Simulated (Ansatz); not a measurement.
# AlClH5NSi: two geometries relaxed

All numbers below are computed with Ansatz 0.2.0 (UKS PBE0/6-31G).

## (1) Starting point

Bond lengths: Si1–N2 1.748 Å, N2–Al3 1.796 Å, Al3–Cl4 2.019 Å, Si1–H5 1.469 Å, Si1–H6 1.469 Å, Si1–H7 1.461 Å, N2–H8 1.016 Å, Al3–H9 1.527 Å. Angles: Si1–N2–Al3 139.9°, Si1–N2–H8 110.7°, Al3–N2–H8 109.4°, N2–Si1–H5 107.8°, N2–Si1–H6 109.1°, N2–Si1–H7 107.1°, H5–Si1–H6 109.4°, H5–Si1–H7 111.8°, H6–Si1–H7 111.5°, N2–Al3–Cl4 126.3°, N2–Al3–H9 114.5°, Cl4–Al3–H9 119.1°.

Structure file:

```xyz
9

Si   -0.0689    0.8556   -1.2523
N    -0.1784   -0.4718   -0.1199
Al    0.1745   -0.8409    1.6019
Cl    0.8911    0.4501    2.9791
H     0.6257    0.3669   -2.4503
H    -1.4247    1.2895   -1.6157
H     0.6754    1.9249   -0.5910
H    -0.5795   -1.2922   -0.5655
H    -0.1150   -2.2822    2.0135
```

## (2) End point A

Input file input.yaml:

```yaml
crystal:
  periodic: [false, false, false]
  atoms:
    - { symbol: Si, position_ang: [-0.06889, 0.85564, -1.25231] }
    - { symbol: "N", position_ang: [-0.17844, -0.47175, -0.11987] }
    - { symbol: Al, position_ang: [0.17446, -0.84093, 1.60193] }
    - { symbol: Cl, position_ang: [0.89109, 0.45007, 2.97913] }
    - { symbol: H, position_ang: [0.62565, 0.36692, -2.45035] }
    - { symbol: H, position_ang: [-1.42474, 1.28948, -1.61565] }
    - { symbol: H, position_ang: [0.67535, 1.92494, -0.59097] }
    - { symbol: H, position_ang: [-0.57948, -1.29216, -0.56545] }
    - { symbol: H, position_ang: [-0.115, -2.28222, 2.01353] }
magnetization:
  spin_polarized: true
basis:
  gaussian: { orbitals: "6-31G" }
hamiltonian:
  xc: pbe0
relax:
  f_tol: 0.02
  max_steps: 50
```

Command:

```
> ansatz run input.yaml --threads 1 --pin off --max-ram 2048MiB --backend cpu --events-out ev --progress --plain --runs-dir out
```

What time and memory should one allow on 1 thread of Arm Neoverse V1, shared host?

About 44 s, with a peak of 0.19 GiB.
